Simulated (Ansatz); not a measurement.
# O (bcc type): how the settings move a single-point run

Aim: see which settings change the result for O (bcc type), by how much, and at what cost.

Method: reference: DFT, LDA, PAW with Ansatz's default frozen-core files, scalar-relativistic, in Ansatz 0.2.0.

## (1) The structure to begin with

The structure is cubic, space group Im-3m (No. 229). The conventional cell has a = 2.125 Å, b = 2.125 Å, c = 2.125 Å, α = 90.00°, β = 90.00°, γ = 90.00°. O (site symmetry m-3m) is surrounded by 8 O at 1.84 Å.

Coordinates:

```xyz
1
Lattice="-1.0623 1.0623 1.0623 1.0623 -1.0623 1.0623 1.0623 1.0623 -1.0623" Properties=species:S:1:pos:R:3 pbc="T T T"
O     0.0000    0.0000    0.0000
```

## (2) Baseline

input.yaml reads:

```yaml
crystal:
  lattice:
    - [-1.062290465, 1.062290465, 1.062290465]
    - [1.062290465, -1.062290465, 1.062290465]
    - [1.062290465, 1.062290465, -1.062290465]
  atoms:
    - { symbol: O, position: [0.0, 0.0, 0.0] }
kpoints:
  mp_grid: { grid: [21, 21, 21] }
scf:
  occupations: { method: fermi_dirac, width: 0.1 }
hamiltonian:
  xc: lda
  pseudopotentials: { kind: paw }
output:
  forces: true
  stress: true
  eigenvalues: true
  populations: true
```

Run with:

```console
$ ansatz run input.yaml --threads 1 --pin off --max-ram 2048MiB --backend cpu --events-out ev --progress --plain --runs-dir out
```

## (3) Changing settings: occupations.method tetrahedron_uncorrected, n_extra_bands 32, width left out

Edit input.yaml of step 2 so:

```diff
@@ -10,3 +10,4 @@
 scf:
-  occupations: { method: fermi_dirac, width: 0.1 }
+  occupations: { method: tetrahedron_uncorrected }
+  n_extra_bands: 32
 hamiltonian:
```

**Question.** What will these runs give? Wanted: for each run, ending; energy change; pressure; gap; force.

**Answer**, as computed:

| run | ending | energy change | pressure (GPa) | gap (eV) | force (eV/Å) | cycles | time |
| --- | --- | --- | --- | --- | --- | --- | --- |
| reference | converged | 0 | 185.4 | 0.00 | 0.00 | 6 | 1.6 s |
| 1: occupations.method tetrahedron_uncorrected, n_extra_bands 32, width left out | converged | +37.0 meV/atom (σ→0) | 187.0 | 0.00 | 0.00 | 6 | 2.2 s |

Residual by cycle in the longest SCF loop of each run; runs are numbered as in the table. The quantity is the density residual dr2, in eV.

| cycle | reference | run 1 |
| --- | --- | --- |
| 1 | 0.0207 | 0.0217 |
| 2 | 0.00168 | 0.00126 |
| 3 | 2.2e-5 | 2.8e-5 |
| 4 | 2.4e-6 | 1.9e-9 |
| 5 | 1.8e-9 | 3.5e-11 |
| 6 | 2.4e-11 | 5.1e-14 |

**Reading.** Changing the smearing and band count moves the energy by +37.0 meV/atom (σ→0 values), and the pressure goes from 185.4 to 187.0 GPa. Semilocal functionals close small gaps, so the missing gap need not be the real solid's. The structure is not at rest: the sound run finds 185 GPa, so these are no properties of the relaxed crystal. 
